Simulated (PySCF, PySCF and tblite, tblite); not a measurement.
# C₅H₉FO: conformers and averaged spectra

Which conformers does C₅H₉FO (`C[C@@]1(F)CCOC1`) populate, and what do their averaged NMR parameters look like?

Computed with tblite 0.8.0 (tight binding) and PySCF 2.14.0 (DFT, with response routines of our own); each step states its level. Atoms count from 0 throughout.

### 1 The starting structure

16 atoms, charge 0, multiplicity 1; geometry from: MMFF94s geometry.

Bonds of the start (Å): C0–C1 1.53, C0–H7 1.10, C0–H8 1.09, C0–H9 1.10, C1–C3 1.51, C1–C6 1.52, C1–F2 1.35, C3–C4 1.51, C3–H10 1.10, C3–H11 1.10, C4–H12 1.09, C4–H13 1.08, C4–O5 1.43, C6–H14 1.09, C6–H15 1.10, O5–C6 1.45.

### 2 GFN2-xTB relaxation, conformer 1

Job settings and geometry (Å):

```
{"job": {"xc": "GFN2-xTB", "basis": "xTB", "kind": "relax"}, "charge": 0, "multiplicity": 1}
C      1.892400    -0.034100    -0.230300
C      0.378900     0.004300    -0.442100
F      0.142100    -0.269700    -1.744800
C     -0.389500    -0.984500     0.393600
C     -1.779700    -0.398300     0.355800
O     -1.612500     1.026300     0.383700
C     -0.270100     1.327200    -0.071100
H      2.378100     0.718700    -0.861900
H      2.293300    -1.012000    -0.510800
H      2.153800     0.167900     0.815600
H     -0.028700    -0.999700     1.434800
H     -0.370200    -2.014300     0.008800
H     -2.293900    -0.651000    -0.576800
H     -2.400700    -0.714700     1.184000
H     -0.339400     2.012300    -0.920000
H      0.238600     1.830600     0.770000
```

Launch:

```console
> OMP_NUM_THREADS=1 python ens_run.py task.json out
```

This one command runs the whole study; its stages follow in the order run.

Output:

```text
step      E/eV     max force
  0    -655.74504    1.448
  1    -655.82191    0.331
  2    -655.82966    0.251
  3    -655.83346    0.217
  4    -655.83837    0.153
  5    -655.84078    0.106
  6    -655.84235    0.098
  7    -655.84350    0.082
  8    -655.84452    0.071
  9    -655.84519    0.054
 10    -655.84569    0.057
 11    -655.84630    0.067
 12    -655.84723    0.086
 13    -655.84869    0.118
 14    -655.85090    0.122
 15    -655.85400    0.161
 16    -655.85787    0.196
 17    -655.86192    0.176
 18    -655.86509    0.136
 19    -655.86779    0.116
 20    -655.87077    0.136
 21    -655.87367    0.149
 22    -655.87578    0.139
 23    -655.87683    0.138
 24    -655.87827    0.080
 25    -655.87981    0.079
 26    -655.88191    0.086
 27    -655.88387    0.085
 28    -655.88519    0.086
 29    -655.88620    0.083
 30    -655.88772    0.096
 31    -655.88905    0.100
 32    -655.89009    0.073
 33    -655.89081    0.065
 34    -655.89159    0.064
 35    -655.89258    0.086
 36    -655.89363    0.106
 37    -655.89451    0.103
 38    -655.89524    0.089
 39    -655.89600    0.078
 40    -655.89697    0.074
 41    -655.89778    0.070
 42    -655.89864    0.086
 43    -655.89953    0.090
 44    -655.90042    0.073
 45    -655.90113    0.067
 46    -655.90173    0.070
 47    -655.90240    0.062
 48    -655.90323    0.075
 49    -655.90414    0.085
 50    -655.90493    0.065
 51    -655.90546    0.102
 52    -655.90605    0.065
 53    -655.90661    0.063
 54    -655.90726    0.075
 55    -655.90778    0.071
 56    -655.90823    0.052
 57    -655.90854    0.041
 58    -655.90882    0.034
 59    -655.90882    0.034
 60    -655.90893    0.033
 61    -655.90916    0.028
 62    -655.90925    0.032
 63    -655.90945    0.029
 64    -655.90956    0.025
 65    -655.90967    0.025
 66    -655.90975    0.025
 67    -655.90982    0.020
 68    -655.90986    0.014
 69    -655.90990    0.016
 70    -655.90992    0.012
 71    -655.90995    0.011
 72    -655.90997    0.009
 73    -655.90998    0.008
 74    -655.90999    0.007
 75    -655.90999    0.007
 76    -655.91000    0.006
 77    -655.91000    0.007
 78    -655.91001    0.007
 79    -655.91002    0.006
 80    -655.91003    0.006
 81    -655.91003    0.007
 82    -655.91003    0.008
 83    -655.91004    0.007
 84    -655.91005    0.008
 85    -655.91006    0.007
 86    -655.91007    0.008
 87    -655.91008    0.008
 88    -655.91009    0.009
 89    -655.91010    0.010
 90    -655.91012    0.010
 91    -655.91013    0.009
 92    -655.91014    0.009
 93    -655.91015    0.008
 94    -655.91016    0.010
 95    -655.91017    0.010
 96    -655.91018    0.010
 97    -655.91020    0.011
 98    -655.91021    0.011
 99    -655.91023    0.011
100    -655.91025    0.012
101    -655.91027    0.012
102    -655.91029    0.013
103    -655.91030    0.009
104    -655.91031    0.007
105    -655.91032    0.007
106    -655.91032    0.005
107    -655.91033    0.005
108    -655.91033    0.006
109    -655.91034    0.005
110    -655.91034    0.004
111    -655.91034    0.005
112    -655.91034    0.005
113    -655.91035    0.007
114    -655.91036    0.010
115    -655.91037    0.012
116    -655.91039    0.012
117    -655.91040    0.011
118    -655.91042    0.011
119    -655.91044    0.010
120    -655.91045    0.012
121    -655.91046    0.009
122    -655.91047    0.006
123    -655.91048    0.006
124    -655.91048    0.004
```

Run time: 0.63 s. Hardware: 1 thread of Arm Neoverse V1, shared host.

The energy fell by 0.165 eV, and the atoms moved 0.44 Å (root mean square).

GFN2-xTB relaxation, conformer 2:

Job settings and geometry (Å):

```
{"job": {"xc": "GFN2-xTB", "basis": "xTB", "kind": "relax"}, "charge": 0, "multiplicity": 1}
C     -1.741800    -0.018500    -0.297800
C     -0.481500    -0.128500     0.549500
F     -0.862900    -0.569300     1.811400
C      0.573500    -1.070700    -0.038800
C      1.414500    -0.105400    -0.864200
O      1.494700     1.093700    -0.085200
C      0.282100     1.204800     0.681100
H     -2.434400     0.681600     0.164200
H     -2.226900    -0.991400    -0.367000
H     -1.491800     0.331700    -1.296500
H      0.143200    -1.875000    -0.630300
H      1.160600    -1.492200     0.778800
H      2.443300    -0.456900    -1.044500
H      0.924700     0.092500    -1.846600
H      0.551000     1.384400     1.746100
H     -0.332100     2.059400     0.320600
```

Output:

```text
step      E/eV     max force
  0    -655.82765    0.900
  1    -655.84870    0.308
  2    -655.85559    0.224
  3    -655.85782    0.145
  4    -655.85931    0.079
  5    -655.85980    0.067
  6    -655.86027    0.054
  7    -655.86057    0.044
  8    -655.86077    0.032
  9    -655.86088    0.029
 10    -655.86097    0.024
 11    -655.86110    0.033
 12    -655.86127    0.037
 13    -655.86152    0.048
 14    -655.86189    0.063
 15    -655.86240    0.067
 16    -655.86299    0.061
 17    -655.86356    0.061
 18    -655.86410    0.052
 19    -655.86465    0.053
 20    -655.86520    0.056
 21    -655.86572    0.069
 22    -655.86617    0.064
 23    -655.86658    0.042
 24    -655.86696    0.040
 25    -655.86729    0.038
 26    -655.86757    0.044
 27    -655.86790    0.054
 28    -655.86845    0.066
 29    -655.86936    0.098
 30    -655.87057    0.112
 31    -655.87183    0.093
 32    -655.87299    0.087
 33    -655.87404    0.101
 34    -655.87386    0.194
 35    -655.87556    0.082
 36    -655.87601    0.052
 37    -655.87663    0.055
 38    -655.87688    0.055
 39    -655.87798    0.057
 40    -655.87849    0.053
 41    -655.87888    0.041
 42    -655.87921    0.046
 43    -655.87944    0.050
 44    -655.87966    0.033
 45    -655.87981    0.026
 46    -655.88001    0.029
 47    -655.88012    0.032
 48    -655.88026    0.027
 49    -655.88034    0.016
 50    -655.88039    0.013
 51    -655.88042    0.011
 52    -655.88045    0.010
 53    -655.88047    0.011
 54    -655.88049    0.011
 55    -655.88050    0.006
 56    -655.88051    0.006
 57    -655.88052    0.005
 58    -655.88052    0.005
 59    -655.88052    0.005
 60    -655.88053    0.005
 61    -655.88053    0.005
 62    -655.88054    0.006
 63    -655.88054    0.004
 64    -655.88054    0.005
 65    -655.88055    0.006
 66    -655.88055    0.007
 67    -655.88056    0.007
 68    -655.88056    0.005
 69    -655.88056    0.005
 70    -655.88057    0.005
 71    -655.88057    0.007
 72    -655.88057    0.004
 73    -655.88058    0.003
```

Run time: 0.35 s. Hardware: 1 thread of Arm Neoverse V1, shared host.

The energy fell by 0.053 eV, and the atoms moved 0.26 Å (root mean square).

### 3 Shieldings, conformer 1: PBE0/pcSseg-1

Job settings and geometry (Å):

```
{"job": {"xc": "PBE0", "basis": "pcSseg-1", "kind": "nmr", "pop": true}, "charge": 0, "multiplicity": 1}
C      1.876292     0.002645     0.001332
C      0.439898    -0.017291    -0.493985
F      0.472180    -0.240803    -1.868240
C     -0.439088    -1.087542     0.175262
C     -1.704502    -0.309760     0.556941
O     -1.269530     1.014648     0.780279
C     -0.331762     1.296136    -0.229385
H      2.442842     0.752763    -0.545995
H      2.337946    -0.968946    -0.161102
H      1.896137     0.240573     1.060797
H      0.057098    -1.477744     1.062336
H     -0.642824    -1.905716    -0.511761
H     -2.432207    -0.333651    -0.267013
H     -2.179506    -0.662757     1.471414
H     -0.836289     1.597081    -1.159256
H      0.305717     2.109307     0.116964
```

Output:

```text
coarse grid: 13184 points
cycle   1  E = -370.4052047284  dE =  8.876e-01  |g| = 7.078e-01  |ddm| = 3.394e+00
cycle   2  E = -370.3270714798  dE =  7.813e-02  |g| = 1.004e+00  |ddm| = 1.246e+00
cycle   3  E = -370.4944482638  dE = -1.674e-01  |g| = 9.045e-02  |ddm| = 7.831e-01
cycle   4  E = -370.4959388630  dE = -1.491e-03  |g| = 3.482e-02  |ddm| = 8.414e-02
cycle   5  E = -370.4962066977  dE = -2.678e-04  |g| = 4.919e-03  |ddm| = 2.893e-02
cycle   6  E = -370.4962100682  dE = -3.371e-06  |g| = 2.248e-03  |ddm| = 4.767e-03
final grid: 127200 points
cycle   7  E = -370.5570955001  dE = -3.897e-05  |g| = 1.278e-02  |ddm| = 3.064e-02
cycle   8  E = -370.5570611436  dE =  3.436e-05  |g| = 1.897e-02  |ddm| = 2.002e-02
cycle   9  E = -370.5571260038  dE = -6.486e-05  |g| = 1.248e-03  |ddm| = 1.245e-02
cycle  10  E = -370.5571263259  dE = -3.221e-07  |g| = 1.894e-04  |ddm| = 1.142e-03
cycle  11  E = -370.5571263335  dE = -7.665e-09  |g| = 4.206e-05  |ddm| = 1.912e-04
cycle  12  E = -370.5571263338  dE = -2.399e-10  |g| = 2.322e-05  |ddm| = 4.385e-05
converged SCF energy = -370.5571263338

GIAO shielding tensors (ppm)
atom      isotropic    diamagn.    paramagn.     s11        s22        s33       span
  0 C      157.985     248.241     -90.256    142.671    148.939    182.345     39.674
  1 C       82.735     244.649    -161.915     51.990     68.222    127.992     76.002
  2 F      339.150     475.982    -136.832    304.732    339.109    373.609     68.877
  3 C      142.070     250.180    -108.109    117.585    138.579    170.047     52.463
  4 C      114.726     245.727    -131.001     71.308    104.290    168.581     97.273
  5 O      272.517     396.318    -123.802    183.234    273.685    360.632    177.398
  6 C      102.595     246.295    -143.701     69.388     98.600    139.795     70.406
  7 H       30.050      29.444       0.606     26.162     27.801     36.188     10.026
  8 H       29.891      29.595       0.296     25.917     28.131     35.626      9.709
  9 H       30.590      30.490       0.100     26.980     28.744     36.047      9.068
 10 H       29.894      31.705      -1.811     25.381     29.509     34.791      9.410
 11 H       29.510      30.773      -1.264     26.333     27.592     34.604      8.271
 12 H       27.713      29.390      -1.677     22.796     26.736     33.607     10.810
 13 H       27.526      28.704      -1.177     23.292     25.846     33.440     10.148
 14 H       27.711      29.979      -2.268     23.418     27.786     31.930      8.512
 15 H       27.730      30.239      -2.508     24.265     27.696     31.230      6.964
```

It took 18 s on 1 thread of Arm Neoverse V1, shared host; peak memory 0.68 GiB.

This run: HOMO -7.51 eV, LUMO 1.45 eV; dipole 1.28 D.

### 4 Shieldings, conformer 2: PBE0/pcSseg-1

Job settings and geometry (Å):

```
{"job": {"xc": "PBE0", "basis": "pcSseg-1", "kind": "nmr", "pop": false}, "charge": 0, "multiplicity": 1}
C     -1.825553    -0.054542    -0.162168
C     -0.471059    -0.133017     0.524860
F     -0.691992    -0.582305     1.822912
C      0.533076    -1.063949    -0.172978
C      1.550546    -0.082680    -0.760601
O      1.593138     0.995329     0.147389
C      0.271335     1.221541     0.579356
H     -2.456521     0.673179     0.343165
H     -2.312680    -1.026071    -0.117565
H     -1.701544     0.237225    -1.201069
H      0.066870    -1.691481    -0.928418
H      1.004376    -1.695031     0.580382
H      2.557876    -0.489715    -0.841231
H      1.219162     0.266206    -1.751016
H      0.306825     1.617531     1.595334
H     -0.227563     1.947860    -0.077551
```

Output:

```text
coarse grid: 13184 points
cycle   1  E = -370.4017510416  dE =  8.931e-01  |g| = 7.164e-01  |ddm| = 3.401e+00
cycle   2  E = -370.3153089884  dE =  8.644e-02  |g| = 1.034e+00  |ddm| = 1.332e+00
cycle   3  E = -370.4935235846  dE = -1.782e-01  |g| = 9.483e-02  |ddm| = 8.489e-01
cycle   4  E = -370.4951769860  dE = -1.653e-03  |g| = 3.542e-02  |ddm| = 8.737e-02
cycle   5  E = -370.4954616293  dE = -2.846e-04  |g| = 4.622e-03  |ddm| = 3.011e-02
cycle   6  E = -370.4954651828  dE = -3.554e-06  |g| = 1.591e-03  |ddm| = 4.404e-03
final grid: 127200 points
cycle   7  E = -370.5561172226  dE = -3.774e-05  |g| = 1.238e-02  |ddm| = 2.731e-02
cycle   8  E = -370.5560844388  dE =  3.278e-05  |g| = 1.844e-02  |ddm| = 1.999e-02
cycle   9  E = -370.5561462789  dE = -6.184e-05  |g| = 1.276e-03  |ddm| = 1.241e-02
cycle  10  E = -370.5561466086  dE = -3.297e-07  |g| = 1.981e-04  |ddm| = 1.229e-03
cycle  11  E = -370.5561466162  dE = -7.622e-09  |g| = 4.223e-05  |ddm| = 1.825e-04
cycle  12  E = -370.5561466165  dE = -3.417e-10  |g| = 1.518e-05  |ddm| = 5.119e-05
converged SCF energy = -370.5561466165

GIAO shielding tensors (ppm)
atom      isotropic    diamagn.    paramagn.     s11        s22        s33       span
  0 C      159.632     248.299     -88.668    145.169    151.856    181.870     36.702
  1 C       81.924     244.676    -162.752     51.032     67.841    126.899     75.867
  2 F      335.038     475.567    -140.529    297.601    329.641    377.870     80.269
  3 C      140.951     250.548    -109.597    116.346    138.186    168.319     51.973
  4 C      114.654     246.908    -132.254     69.722    105.986    168.255     98.533
  5 O      272.433     395.726    -123.293    185.875    271.062    360.360    174.485
  6 C      102.934     246.598    -143.664     70.751     97.200    140.851     70.100
  7 H       30.117      29.384       0.733     26.257     28.038     36.056      9.799
  8 H       29.966      29.476       0.490     26.103     27.885     35.910      9.807
  9 H       30.657      30.665      -0.008     26.829     29.047     36.095      9.266
 10 H       29.922      31.589      -1.666     26.483     28.865     34.419      7.937
 11 H       29.135      30.801      -1.665     25.128     27.867     34.410      9.282
 12 H       27.368      28.614      -1.246     23.122     25.733     33.249     10.127
 13 H       28.099      30.150      -2.051     23.283     27.147     33.867     10.583
 14 H       27.239      29.488      -2.248     23.777     26.744     31.197      7.420
 15 H       28.136      30.588      -2.452     23.489     29.131     31.789      8.300
```

Run time: 16 s. Hardware: 1 thread of Arm Neoverse V1, shared host; peak memory 0.76 GiB.

In short: HOMO -7.43 eV, LUMO 1.30 eV; dipole 2.25 D.

### 5 The ensemble: properties at PBE0/pcSseg-1

Job settings and geometry (Å):

```
{"job": {"study": "conf", "smiles": "C[C@@]1(F)CCOC1", "search": {"seed": 5855, "n_embed": 60, "ff_keep": 14, "window": 3.0, "nmax": 10, "temps": [220, 260, 298.15, 340, 380], "t_ref": 298.15, "order": 0.001}, "level": {"nmr": {"xc": "PBE0", "basis": "pcSseg-1"}}, "kind": "conf"}, "charge": 0, "multiplicity": 1}
C      1.876292     0.002645     0.001332
C      0.439898    -0.017291    -0.493985
F      0.472180    -0.240803    -1.868240
C     -0.439088    -1.087542     0.175262
C     -1.704502    -0.309760     0.556941
O     -1.269530     1.014648     0.780279
C     -0.331762     1.296136    -0.229385
H      2.442842     0.752763    -0.545995
H      2.337946    -0.968946    -0.161102
H      1.896137     0.240573     1.060797
H      0.057098    -1.477744     1.062336
H     -0.642824    -1.905716    -0.511761
H     -2.432207    -0.333651    -0.267013
H     -2.179506    -0.662757     1.471414
H     -0.836289     1.597081    -1.159256
H      0.305717     2.109307     0.116964
```

Output:

```text
conformer  sym    E(xTB)   E(DFT)   G(298.15 K)  weight  dipole/D
    1     C1      0.000    0.000    0.000   0.6963    1.283
    2     C1      0.690    0.573    0.491   0.3037    2.246

mean shielding (ppm) by class
class atoms           220 K      260 K   298.15 K      340 K      380 K
  0 C  0            158.383    158.441    158.485    158.524    158.554
  1 C  1             82.539      82.51     82.488     82.469     82.454
  2 F  2            338.156    338.011    337.901    337.804    337.728
  3 C  3              141.8     141.76     141.73    141.704    141.683
  4 C  4            114.709    114.706    114.704    114.703    114.701
  5 O  5            272.496    272.493    272.491    272.489    272.488
  6 C  6            102.677    102.689    102.698    102.706    102.712
  7 H  7,8,9         30.194     30.196     30.198       30.2     30.201
  8 H  10            29.901     29.902     29.902     29.903     29.904
  9 H  11            29.419     29.406     29.396     29.387      29.38
 10 H  12             27.63     27.617     27.608       27.6     27.594
 11 H  13            27.665     27.685       27.7     27.714     27.724
 12 H  14            27.597     27.581     27.568     27.557     27.548
 13 H  15            27.828     27.843     27.853     27.863     27.871
```

Wall time 37 s (1 thread of Arm Neoverse V1, shared host). This counts the runs that the step sums up.

The search (ETKDG and KDG, MMFF94s, GFN2-xTB) embedded 60 structures, kept 2 distinct ones after the force field and 2 after xTB; 2 were carried on (window 3.0 kcal/mol at the search's own energies). Energies: PBE0/pcSseg-1 with D3(BJ).

The conformers at 298 K:

| no. | group | mirror pair | ΔE xTB | ΔE DFT | ΔG | weight (%) | μ (D) | A, B, C (GHz) |
| --- | --- | --- | --- | --- | --- | --- | --- | --- |
| 1 | C1 | no | 0.00 | 0.00 | 0.00 | 69.6 | 1.28 | 4.21, 2.24, 2.13 |
| 2 | C1 | no | 0.69 | 0.57 | 0.49 | 30.4 | 2.25 | 4.21, 2.24, 2.12 |

Energies in kcal/mol. ΔG holds xTB vibrations and rotation, symmetry numbers and mirror pairs.

Weights (%) by temperature:

| no. | 220 K | 260 K | 298 K | 340 K | 380 K |
| --- | --- | --- | --- | --- | --- |
| 1 | 75.8 | 72.3 | 69.6 | 67.3 | 65.4 |
| 2 | 24.2 | 27.7 | 30.4 | 32.7 | 34.6 |

How the weights hang on the way they are made:

| scheme | 1 | 2 | mean μ (D) |
| --- | --- | --- | --- |
| DFT free energy | 70 | 30 | 1.58 |
| DFT energy, symmetry counted | 72 | 28 | 1.55 |
| DFT energy alone | 72 | 28 | 1.55 |
| xTB energy, symmetry counted | 76 | 24 | 1.51 |
| xTB free energy | 74 | 26 | 1.54 |
| lowest conformer only | 100 | 0 | 1.28 |
| equal weights | 50 | 50 | 1.76 |

Shifts against references run at the same level (19F CFCl3 170.9, 17O H2O 336.1, 1H TMS 31.72, 13C TMS 186.9 ppm of shielding), by class of atoms, at 298 K:

```csv
atoms,environment,no. 1,no. 2,average
C1,fully substituted sp3 carbon bonded to F,104.2,105.0,104.4
C6,sp3 CH2 bonded to O,84.3,84.0,84.2
C4,sp3 CH2 bonded to O,72.2,72.3,72.2
C3,sp3 CH2 in a ring,44.9,46.0,45.2
C0,methyl carbon,28.9,27.3,28.4
H14,hydrogen on an sp3 CH2 bonded to O,4.00,4.48,4.15
H12,hydrogen on an sp3 CH2 bonded to O,4.00,4.35,4.11
H13,hydrogen on an sp3 CH2 bonded to O,4.19,3.62,4.02
H15,hydrogen on an sp3 CH2 bonded to O,3.99,3.58,3.86
H11,hydrogen on an sp3 CH2 in a ring,2.21,2.58,2.32
H10,hydrogen on an sp3 CH2 in a ring,1.82,1.79,1.81
"H7, H8, H9",hydrogen on a methyl carbon,1.54,1.47,1.52
F2,fluorine on an sp3 carbon,-168.2,-164.1,-167.0
O5,ether oxygen,63.6,63.6,63.6
```

Effective distances for nuclear Overhauser effects, ⟨r⁻⁶⟩^(−1/6) over all pairs of two classes (Å): H10···H11 1.78; H12···H13 1.79; H14···H15 1.79; H11···H12 2.40; H10···H13 2.42; H7···H10 2.74; H7···H15 2.76; H12···H14 2.81.

### 6 Summary of results

| quantity | value |
| --- | --- |
| conformers | 2; the first in weight is no. 1 (C1), 70 % at 298 K |
| root-mean-square dipole | 1.64 D |
| averaged 13C shifts (PBE0/pcSseg-1) | 104.4, 84.2, 72.2, 45.2, 28.4 ppm |
| averaged 1H shifts (PBE0/pcSseg-1) | 4.15, 4.11, 4.02, 3.86, 2.32, 1.81, 1.52 ppm |
| averaged 19F shifts (PBE0/pcSseg-1) | -167.0 ppm |

In words: At 298 K conformer 1 holds 70 % of the ensemble (76 % at 220 K, 65 % at 380 K). Among conformers over 5 %, H13 differs by 0.57 ppm, while the average moves by 0.06 ppm from 220 to 380 K.
